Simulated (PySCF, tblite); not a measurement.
# 1,2-diisopropylhydrazine (C6H16N2): geometry, infrared bands and NMR shifts

Wanted: the infrared bands and NMR shifts of 1,2-diisopropylhydrazine (C6H16N2) (`CC(C)NNC(C)C`), by calculation.

Programs: tblite 0.8.0 and PySCF 2.14.0, with density-fitted response routines of our own. Each step states its level of theory. These are calculated values for one molecule in the gas phase, unless marked as measured. Atoms are numbered from 0 throughout.

### Step 1. The starting structure

24 atoms, charge 0, multiplicity 1; geometry from: force field or distance geometry start.

Bonds of the start (Å): C0–C1 1.54, C1–C2 1.53, C1–N3 1.47, N3–N4 1.46, N4–C5 1.48, C5–C6 1.53, C5–C7 1.52, C0–H8 1.09, C0–H9 1.08, C0–H10 1.10, C1–H11 1.11, C2–H12 1.09, C2–H13 1.09, C2–H14 1.10, N3–H15 1.04, N4–H16 1.03, C5–H17 1.10, C6–H18 1.10, C6–H19 1.10, C6–H20 1.09, C7–H21 1.09, C7–H22 1.10, C7–H23 1.11.

### Step 2. Optimising the geometry with GFN2-xTB

The job: settings as JSON, then the geometry in Å.

```
{"job": {"kind": "relax", "xc": "GFN2-xTB", "basis": "xTB"}, "charge": 0, "multiplicity": 1}
C      2.837600     0.271300     1.236700
C      1.750400    -0.535400     0.499900
C      2.258200    -0.903400    -0.890200
N      0.515700     0.268700     0.442800
N     -0.616800    -0.604600     0.156700
C     -1.862500     0.192400     0.118300
C     -1.936000     1.086000    -1.125900
C     -3.031600    -0.774900     0.146800
H      3.048500     1.211200     0.718100
H      3.759600    -0.294100     1.310500
H      2.512200     0.514300     2.257500
H      1.583600    -1.462100     1.087900
H      2.398800    -0.002200    -1.494900
H      3.207100    -1.436900    -0.842600
H      1.537900    -1.540600    -1.416300
H      0.376800     0.698800     1.381300
H     -0.502900    -1.047900    -0.761900
H     -1.926700     0.812300     1.020800
H     -2.883600     1.637700    -1.133900
H     -1.121800     1.821500    -1.133500
H     -1.880400     0.498800    -2.039000
H     -3.009700    -1.409200     1.038400
H     -3.981400    -0.226000     0.167000
H     -3.044500    -1.442000    -0.736700
```

On the command line:

```
$ OMP_NUM_THREADS=1 python probes_run.py task.json out
```

This one command runs all jobs of the session in turn.

**Question.** This job is followed by: GFN2-xTB harmonic vibrations, gas phase; GIAO PBE0/pcSseg-1 NMR shielding, non-relativistic, gas phase. What will the session give for the following? strongest single infrared mode (GFN2-xTB); zero-point energy (GFN2-xTB); 13C shifts against TMS (PBE0/pcSseg-1, means over atoms taken as alike); 1H shifts against TMS (PBE0/pcSseg-1, means over atoms taken as alike); 15N shifts against NH3 (PBE0/pcSseg-1, means over atoms taken as alike).

**Answer**, as computed:

| quantity | value |
| --- | --- |
| strongest single infrared mode (GFN2-xTB) | 2818 cm⁻¹, 89 km/mol |
| zero-point energy (GFN2-xTB) | 136.9 kcal/mol |
| 13C shifts against TMS (PBE0/pcSseg-1, means over atoms taken as alike) | 54.4, 24.2 ppm |
| 1H shifts against TMS (PBE0/pcSseg-1, means over atoms taken as alike) | 2.80, 1.45, 1.12 ppm |
| 15N shifts against NH3 (PBE0/pcSseg-1, means over atoms taken as alike) | 131.9 ppm |

**Reading.** The optimisation took 50 steps and gained 0.125 eV; among the close pairs (by a distance rule), N4–C5 changed most, from 1.479 to 1.456 Å. All 66 modes are real, so the xTB geometry is a minimum. The strongest single mode, at 2818 cm⁻¹, moves mainly H11. Unscaled tight-binding wavenumbers are off by several per cent, some by more. Its intensities can rank the bands wrongly. The most deshielded hydrogen is H11, H17 (mean) (hydrogen on an sp3 CH bonded to N), at 2.80 ppm: its carbon carries N, which withdraws density. At PBE0/pcSseg-1: Shielding is most anisotropic at N3, N4 (span 97 ppm, paramagnetic term -184 ppm).
